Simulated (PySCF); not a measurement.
# F4H3PSi2: the cost of one run

Computed with PySCF 2.14.0, with density-fitted response routines of our own, on a single molecule in the gas phase. Atoms are numbered from 0 throughout.

### 1 The starting structure

10 atoms, charge 0, multiplicity 1; geometry from: GFN2-xTB.

Bonds of the start (Å): F0–Si1 1.61, Si1–P2 2.25, Si1–Si3 2.28, Si3–F4 1.59, Si3–F5 1.59, Si3–F6 1.59, Si1–H7 1.46, P2–H8 1.39, P2–H9 1.39.

### 2 Excited states and response: wB97X-D/def2-SVPD

Job settings and geometry (Å):

```
{"job": {"kind": "uv", "xc": "wB97X-D", "basis": "def2-SVPD", "nstates": 8, "ntriplets": 3}, "charge": 0, "multiplicity": 1}
F      0.316871    -2.294123    -0.097922
Si     0.452629    -0.717850    -0.419805
P      2.174019    -0.010504     0.836583
Si    -1.572520     0.228094     0.024687
F     -2.332026    -0.142219     1.369054
F     -1.436701     1.810643     0.133908
F     -2.704085     0.051496    -1.074317
H      0.726871    -0.721886    -1.858641
H      1.562106     1.161071     1.268089
H      2.821718     0.639932    -0.204163
```

Level: TDDFT wB97X-D/def2-SVPD, vertical, gas phase, core orbitals frozen in the response.

Launch:

```console
$ OMP_NUM_THREADS=1 python probes_run.py task.json out
```

This one command runs all jobs of the session in turn.

**Question.** How long does this job take on 1 thread of Intel Xeon at 2.70GHz, shared host, and how much memory does it need?

About 58 s, with a peak of 0.81 GiB.
